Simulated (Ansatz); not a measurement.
Predict the output of the script below (the Python package of Ansatz (0.2.0)).

The script, `albh5nsi_scan.py`:
```python
"""Potential curve of AlBH5NSi along one bond."""

import ansatz
import numpy as np

BASIS_SET = "cc-pVDZ"
FUNCTIONAL = "cam_b3lyp"


def main() -> None:
    mol = (
        ansatz.Crystal.molecule()
        .atom("B", [-1.0216, 0.804, -0.0065])
        .atom("N", [-0.2069, 0.5272, -1.2652])
        .atom("Al", [1.0451, -0.7927, -0.7808])
        .atom("Si", [-0.0663, -0.4867, 1.0751])
        .atom("H", [-1.9534, 1.5929, 0.1789])
        .atom("H", [0.3231, 1.4157, -1.5063])
        .atom("H", [2.3271, -1.6061, -1.3895])
        .atom("H", [-0.9611, -1.6171, 1.4342])
        .atom("H", [0.6026, 0.1165, 2.243])
    )

    symbols = [site.symbol for site in mol.cartesian_sites]
    start = np.array([site.position_ang for site in mol.cartesian_sites])
    axis = (start[4] - start[0]) / np.linalg.norm(start[4] - start[0])
    moving = [4]
    lengths, energies = [1.05, 1.14, 1.23, 1.36, 1.54, 1.85, 2.22, 2.72], []
    for length in lengths:
        xyz = start.copy()
        xyz[moving] += (length - np.linalg.norm(start[4] - start[0])) * axis
        point = ansatz.Crystal.molecule()
        for symbol, place in zip(symbols, xyz):
            point = point.atom(symbol, place.tolist())
        setup = (
            point.calculation()
            .basis(gaussian=BASIS_SET)
            .functional(FUNCTIONAL)
            .accuracy("medium")
        )
        r = setup.run().report
        energies.append(r["free_energy_ev"])
        print(f"r = {length:6.3f} A  E = {energies[-1]:.5f} eV  <S^2> = {abs(r['mean_field']['state']['spin_squared']):.3f}")

    print("energy above the lowest point (eV):", [round(e - min(energies), 3) for e in energies])


if __name__ == "__main__":
    main()
```

Running `python albh5nsi_scan.py` prints:
```text
r =  1.050 A  E = -16719.34203 eV  <S^2> = 0.000
r =  1.140 A  E = -16719.65121 eV  <S^2> = 0.000
r =  1.230 A  E = -16719.69447 eV  <S^2> = 0.000
r =  1.360 A  E = -16719.47363 eV  <S^2> = 0.000
r =  1.540 A  E = -16718.89136 eV  <S^2> = 0.000
r =  1.850 A  E = -16717.69747 eV  <S^2> = 0.000
r =  2.220 A  E = -16716.41022 eV  <S^2> = 0.000
r =  2.720 A  E = -16715.09837 eV  <S^2> = 0.000
energy above the lowest point (eV): [0.352, 0.043, 0.0, 0.221, 0.803, 1.997, 3.284, 4.596]
```

The settings weren't tested for convergence. The rest of the molecule is held rigid at a force-field or estimated start geometry, and the basis set is modest; single-reference methods fail as a bond breaks. The orbitals are restricted, so S² is zero by construction. Toward dissociation an unrestricted state can lie under the restricted one, by tenths of an eV for polar bonds under a functional and by 1 to 2 eV or more for others. Finished in 25 s on 1 thread of Arm Neoverse V2, on a shared host, peak memory 0.26 GiB.
